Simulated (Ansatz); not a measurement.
A first try at a relaxation followed by a look at the electronic structure of In3As, space group Pm-3m, using Ansatz 0.2.0 through its Python package.

The script, `pipeline_in3as.py`:
```python
'''Relax In3As, then bands and states at the relaxed cell.'''

import warnings

import ansatz as az
import numpy as np

OCCUPATIONS = 'fixed'
SCF_TOL = 1e-07
MAX_ITERATIONS = 100
FUNCTIONAL = 'rpbe'
VDW = 'd3bj'
BETA = 0.5


def count_gap(report):
    # lowest empty less highest filled band, counting bands; zero where they overlap
    return max(report.get('gap_by_band_count_ev') or 0.0, 0.0)


def configured(crystal, spacing):
    return (
        crystal.calculation()
        .occupations(OCCUPATIONS)
        .basis(39 * az.Ry)
        .scf(tolerance=SCF_TOL, max_iterations=MAX_ITERATIONS)
        .functional(FUNCTIONAL, dispersion=VDW)
        .mixing('msr1', beta=BETA)
        .kpoints(spacing=spacing)
    )

warnings.simplefilter('ignore', az.DeckWarning)

xtal = (
    az.Lattice.of((4.671681, 0.0, 0.0), (0.0, 4.671681, 0.0), (0.0, 0.0, 4.671681))
    .atom('In', (0.0, 0.5, 0.5))
    .atom('In', (0.5, 0.0, 0.5))
    .atom('In', (0.5, 0.5, 0.0))
    .atom('As', (0.0, 0.0, 0.0))
)

relaxed = configured(xtal, 0.4).relax(cell=True, force_tolerance=0.02, max_steps=40).checkpoint(write='relax.run', compress=False).run(threads=1)
cell = np.asarray(relaxed.lattice.cell_ang)
print('relaxed edges (A):', np.linalg.norm(cell, axis=1).round(4), ' volume:', round(abs(np.linalg.det(cell)), 3), 'A^3')
for site in relaxed.lattice.sites:
    print(' ', site.symbol, np.round(site.position_frac, 4) + 0.0)

final = az.Crystal.from_checkpoint('relax.run')
done = configured(final, 0.3).stress().band_table().density_of_states(energy_step=0.05).run(threads=1)
data = done.report
dos = done.density_of_states()
print(f'pressure at the relaxed cell {np.trace(data["stress_gpa"]) / 3:.3f} GPa, gap by band count {count_gap(data):.3f} eV')
if count_gap(data) == 0:
    print('states/eV at the Fermi level:', round(float(np.interp(dos.fermi_ev, dos.energies_ev, dos.spin_summed_g_bin_mean_per_ev)), 3))
```

Running `python pipeline_in3as.py` prints:
```text
RunWarning: iter 1: σ=0 fill of 27 bands saw a band overlap (occupied 10.4521 eV > unoccupied 6.6155 eV) — on an unconverged iterate often a transient of an unconverged empty band; one that stands at the close is told there (band_overlap_at_count); if the run fails to converge, the spectrum is likely genuinely metallic at σ=0 — use a smearing of finite width or the tetrahedron method (which not every kind of run takes: see the entry of scf.occupations.method in the input reference), with at least one empty band (raise scf.n_extra_bands, or leave it out; where the count is already the smallest k-point's plane-wave count, raise basis.ecutwfc first)
RunWarning: a fill by count may have filled part of one level: at k-index 5 the highest filled band, 15.875001 eV, and the lowest empty band, 15.875001 eV, stand 2.878e-13 eV apart, within the solve's uncertainty, 3.162e-4 eV. If they are one level, whatever splits it, however little, can move the result. A smearing (`scf.occupations.method` with a `width`) well over the split that the run's distortions make, where the deck can take one, can fill the level evenly. On an open shell (a free atom, a radical) an even fill, a smearing's or one that the run's symmetry operations hold, can lie tenths of an eV above a state that splits the level, and an energy difference taken against it is then off by as much. To look for that state on an open shell, re-run with `crystal.symmetry.detect: false`, without `crystal.symmetry.time_reversal: true` (on a non-collinear deck from a starting moment too), where the deck allows it, and compare the energies; that run can end on one of several states, or fail to converge. If the gap is true, a tighter SCF threshold (`scf.convergence.dr2_threshold`, or `saddle.dr2_threshold`, `phonons.dr2_threshold` by `fd` or `hamiltonian.hubbard.lr.dr2_threshold` [...]
RunWarning: the bands overlap at the fill by count (27 filled at each k-point of a channel): the highest filled level, 15.875001 eV at k-index 5, stands 5.6229 eV over the lowest empty one, 10.252103 eV at k-index 9, so that a fill of the lowest levels lies lower and no gap is reported. A metal, or a carrier in a host's bands, wants a smearing of finite width or the tetrahedron method (`scf.occupations.method`). A defect's level that its images broaden is meant whole, and this fill is then the right one; a shifted mesh or single k-points narrow the overlap
relaxed edges (A): [4.2435 4.2435 4.2435]  volume: 76.416 A^3
  In [0.  0.5 0.5]
  In [0.5 0.  0.5]
  In [0.5 0.5 0. ]
  As [0. 0. 0.]
Traceback (most recent call last):
  File "pipeline_in3as.py", line 49, in <module>
    done = configured(final, 0.3).stress().band_table().density_of_states(energy_step=0.05).run(threads=1)
  ...
ansatz.NonConvergedError: did not converge after 100 iterations: dr2 = 5.77e-3 (threshold 1.00e-7), under the density mixer `msr1`; at k-index 6, counted from 0 in this SCF's own list of k-points, the highest band that the last eigensolve's fill by count filled, 14.369707 eV, and the lowest that it left empty, 14.369707 eV, lay 3.203e-10 eV apart, the closest at any k-point: where those lie closer than the levels still move from one iteration to the next, and no symmetry of the run holds them equal, such a fill need not settle, and opposed starting moments at zero total moment, or else a narrow smearing, may settle it (`scf.occupations.method`, Limitations, in the input reference); raise `scf.max_iter`, which need not help a stalled SCF, or adjust the mixing (`scf.mixing`) or, under a smearing, its width (`scf.occupations.width`, in either direction: another width is another result); this SCF holds its density and magnetisation to the symmetry operations that it keeps, and cannot end on a state that breaks one of them: if the state sought breaks one, re-run with `crystal.symmetry.detect: false`, without `crystal.symmetry.time_reversal: true`, on a non-collinear deck whose state [...]
```
(Warnings from the package without file and line, shortened, repeats left out; library frames cut from the traceback.)

What is wrong, and how is it mended?

The fault: fixed occupations, though the bands overlap at this level of theory. Mended:

```diff
--- before
+++ after
@@ -7,3 +7,4 @@
 
-OCCUPATIONS = 'fixed'
+OCCUPATIONS = 'fermi_dirac'
+SMEARING_WIDTH = 0.05
 SCF_TOL = 1e-07
@@ -23,3 +24,3 @@
         crystal.calculation()
-        .occupations(OCCUPATIONS)
+        .occupations(OCCUPATIONS, width=SMEARING_WIDTH)
         .basis(39 * az.Ry)
```

The mended script runs so:

`python pipeline_in3as.py` gives:
```text
relaxed edges (A): [4.2265 4.2265 4.2265]  volume: 75.497 A^3
  In [0.  0.5 0.5]
  In [0.5 0.  0.5]
  In [0.5 0.5 0. ]
  As [0. 0. 0.]
pressure at the relaxed cell 0.801 GPa, gap by band count 0.000 eV
states/eV at the Fermi level: 3.185
```

Caveats:
- The settings weren't tested for convergence.
- Dispersion corrections can be off by several per cent in the lattices of metals, and by several GPa in the pressure at a fixed cell.
- The mesh is modest for a metal, so energies can be off by several to tens of meV an atom and pressures by half a GPa or more; differences at equal mesh fare better.
- Only differences from the Fermi energy are physical; the zero of the scale is a convention.
- The program warned that this SCF threshold is loose for forces or stresses.
- A gap by band count of zero or less means overlapping bands, a metal.
- The structure comes from a database of computed cells and needn't be a stable or known phase.
- Levels are Kohn-Sham eigenvalues on this mesh, without spin-orbit coupling.
- Where the second run takes another functional or mesh than the relaxation, its pressure isn't zero; pressure is positive in compression.
- The computed bands are complete only to about 4.4 eV above the Fermi level; beyond that the density of states is undercounted.
- The script silences the warnings on its input, which a real study should read.
- The whole script took 18 s on 1 thread of Arm Neoverse V1, with other jobs on the host, peak memory 0.46 GiB.
